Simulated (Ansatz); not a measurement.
# B2O: the cost of one run

Computed with Ansatz 0.2.0 (DFT PBE, scalar-relativistic, plane waves, PAW, unless a step's input says otherwise).

**1. The structure to begin with**

Symmetry: P-3m1, No. 164, trigonal system. Conventional cell: a = 2.879 Å, b = 2.879 Å, c = 7.052 Å, α = 90.00°, β = 90.00°, γ = 120.00°. B (site symmetry 3m) has 1 B at 1.69 Å and 3 O at 1.74 Å as nearest neighbours. B (site symmetry 3m) is surrounded by 3 B at 1.69 Å. O (site symmetry 3m) is surrounded by 4 B at 1.74 to 2.00 Å.

As a file:

```
B O
1.0
     2.87900    0.00000    0.00000
    -1.43950    2.49329    0.00000
     0.00000    0.00000    7.05200
B O
4 2
Direct
  0.00000 0.00000 0.38000
  0.00000 0.00000 0.62000
  0.66667 0.33333 0.02300
  0.33333 0.66667 0.97700
  0.66667 0.33333 0.30600
  0.33333 0.66667 0.69400
```

The structure comes from the Crystallography Open Database.

(A quick probe on a coarse mesh, which set the mesh and smearing, is not shown.)

**3. Rough relaxation on the coarse mesh**

input.yaml

```yaml
crystal:
  lattice:
    - [2.8790012395, 0.0, 0.0]
    - [-1.4395006198, 2.4932882109, 0.0]
    - [0.0, 0.0, 7.052]
  atoms:
    - { symbol: B, position: [0.0, 0.0, 0.38] }
    - { symbol: B, position: [0.0, 0.0, 0.62] }
    - { symbol: B, position: [0.6666666667, 0.3333333333, 0.023] }
    - { symbol: B, position: [0.3333333333, 0.6666666667, 0.977] }
    - { symbol: O, position: [0.6666666667, 0.3333333333, 0.306] }
    - { symbol: O, position: [0.3333333333, 0.6666666667, 0.694] }
basis:
  ecutwfc: 420
kpoints:
  mp_grid: { grid: [12, 12, 4] }
hamiltonian:
  xc: pbe
scf:
  occupations: { method: gaussian, width: 0.1 }
output:
  forces: true
  stress: true
  eigenvalues: true
relax:
  adjacent_minimum: "off"
  f_tol: 0.05
  max_steps: 80
  cell: { stress_tol: 0.5 }
```

On the command line:

```bash
> ansatz run input.yaml --threads 1 --pin off --max-ram 2560MiB --backend cpu --events-out ev --progress --plain --runs-dir out
```

What time and memory should one allow on 1 thread of Arm Neoverse V2, shared host?

About 76 s, with a peak of 0.35 GiB.
